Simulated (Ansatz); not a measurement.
# CoGeMo: the cost of one run

Program: Ansatz 0.2.0. Level of theory: DFT PBE, scalar-relativistic, plane waves, PAW. These are calculated values, not measurements.

2 further runs of the same task are left out: 1 that didn't finish, 1 set aside as unsound or not needed.

**1. The system as given**

Symmetry: P4/mmm, No. 123, tetragonal system. Conventional cell: a = 3.499 Å, b = 3.499 Å, c = 4.100 Å, α = 90.00°, β = 90.00°, γ = 90.00°. Co (site symmetry 4/mmm) has 2 Mo at 2.05 Å as nearest neighbours. Ge (site symmetry 4/mmm) is surrounded by 4 Co at 2.47 Å. Mo (site symmetry 4/mmm) is surrounded by 2 Co at 2.05 Å.

Structure file:

```cif
data_structure
_symmetry_space_group_name_H-M 'P4/mmm'
_symmetry_Int_Tables_number 123
_cell_length_a 3.4989
_cell_length_b 3.4989
_cell_length_c 4.0997
_cell_angle_alpha 90.000
_cell_angle_beta 90.000
_cell_angle_gamma 90.000
_cell_volume 50.19
loop_
_atom_site_label
_atom_site_type_symbol
_atom_site_symmetry_multiplicity
_atom_site_Wyckoff_symbol
_atom_site_fract_x
_atom_site_fract_y
_atom_site_fract_z
_atom_site_occupancy
Co1 Co 1 a 0.00000 0.00000 0.00000 1
Ge1 Ge 1 c 0.50000 0.50000 0.00000 1
Mo1 Mo 1 b 0.00000 0.00000 0.50000 1
```

A structure generator made this guess: random cell by space group and Wyckoff sites (P4/mmm, No. 123). The dimensions are guesses.

**2. The guess as it stands, on a coarse mesh**

Input file input.yaml:

```yaml
crystal:
  lattice:
    - [3.49885366, 0.0, 0.0]
    - [0.0, 3.49885366, 0.0]
    - [0.0, 0.0, 4.09967349]
  atoms:
    - { symbol: Co, position: [0.0, 0.0, 0.0], spin: 3.0 }
    - { symbol: Ge, position: [0.5, 0.5, 0.0] }
    - { symbol: Mo, position: [0.0, 0.0, 0.5] }
basis:
  ecutwfc: 420
kpoints:
  mp_grid: { grid: [6, 6, 4] }
hamiltonian:
  xc: pbe
scf:
  occupations: { method: gaussian, width: 0.1 }
  lower_state_search: "off"
output:
  forces: true
  stress: true
  eigenvalues: true
  populations: true
magnetization:
  spin_polarized: true
```

Command:

```sh
$ ansatz run input.yaml --threads 1 --pin off --max-ram 2560MiB --backend cpu --events-out ev --progress --plain --runs-dir out
```

Q: Estimate wall time and peak memory on 1 thread of Arm Neoverse V1, shared host.

About 14 s, with a peak of 0.38 GiB.
